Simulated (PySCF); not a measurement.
# The bond of NaBi, level by level

What are the lowest state that PBE0 finds, the bond length, vibrational wavenumber and bond energy of NaBi, and how much do these hang on the method?

Method: Na aug-cc-pVDZ, Bi aug-cc-pVDZ-PP with ECP60, scalar-relativistic core potentials; program: PySCF 2.14.0.

## 1. The job

Settings of the job:

| Item | Value |
| --- | --- |
| atoms | Na, Bi |
| charge | 0 |
| basis | Na aug-cc-pVDZ, Bi aug-cc-pVDZ-PP with ECP60 |
| Hamiltonian | scalar-relativistic core potentials |
| basis functions | 59 |
| electrons treated | 34 |
| masses in u | 22.9898, 208.9804 |
| levels | PBE0, PBE, r²SCAN, B2PLYP, M06-2X, TPSSh, HF, MP2, SCS-MP2, CCSD, CCSD(T) |
| grid | 80 radial by 434 angular points |
| occupations | held fixed by the projection of orbital angular momentum |
| dissociation limit | Na + Bi, each in its ground configuration |
| starting distance in angstrom | 3.035 |
| values of 2S to try | 0, 2, 4 |

The run is started by

```bash
$ OMP_NUM_THREADS=1 python dia.py task.json out
```

The runs that follow: PBE0 along the bond; Excited determinants; PBE (GGA); r²SCAN (meta-GGA); B2PLYP (double hybrid); M06-2X; TPSSh (hybrid meta-GGA); ROHF; MP2 and coupled cluster.

What does the calculation give? Wanted: for each run, Re; ωe; De; μ.

As calculated:

Lowest PBE0 solution found, without spin–orbit coupling: ³Σ⁻ (triplet), unpaired electrons π ↑↑. State 2 has its PBE0 minimum 0.32 eV higher, as a spin-mixed determinant (⟨S²⟩ = 1.00), so this is no gap between pure states. State 3 has its PBE0 minimum 0.89 eV higher. State 4 has its PBE0 minimum 1.15 eV higher. The other levels ran on the lowest alone.

```csv
level,Re (Å),ωe (cm⁻¹),De (eV),μ (D)
ROHF,3.023,193.8,0.092,-7.83
ROHF-MP2,3.033,188.6,0.78,n/a
ROHF-SCS-MP2,3.041,186.5,0.77,n/a
ROHF-CCSD,3.060,178.8,0.84,n/a
ROHF-CCSD(T),3.068,176.4,0.89,n/a
PBE,3.010,180.7,1.22,-5.60
r²SCAN,3.013,181.8,1.12,-6.26
TPSSh,3.013,184.4,1.23,-6.35
PBE0,2.993,187.5,1.11,-6.25
M06-2X,2.965,189.9,1.03,-5.81
B2PLYP,3.000,189.7,1.10,-6.48
```

De is counted to Na + Bi in their ground configurations. A positive dipole means Na(−)Bi(+).

Bond lengths run from 2.965 Å (M06-2X) to 3.068 Å (ROHF-CCSD(T)). CCSD(T) can't serve as the judge here: for a weak bond in this basis it is far from its limit. Of the levels with a De here, ROHF gives the least (0.092 eV) and TPSSh the most (1.23 eV).

Correlated steps freeze 5 core orbitals. These are scalar-relativistic numbers at best; spin–orbit coupling would shift them, the dissociation energy most. B2PLYP dipoles, levels and charges come from its SCF part alone. With spin–orbit coupling the term label itself may not hold.
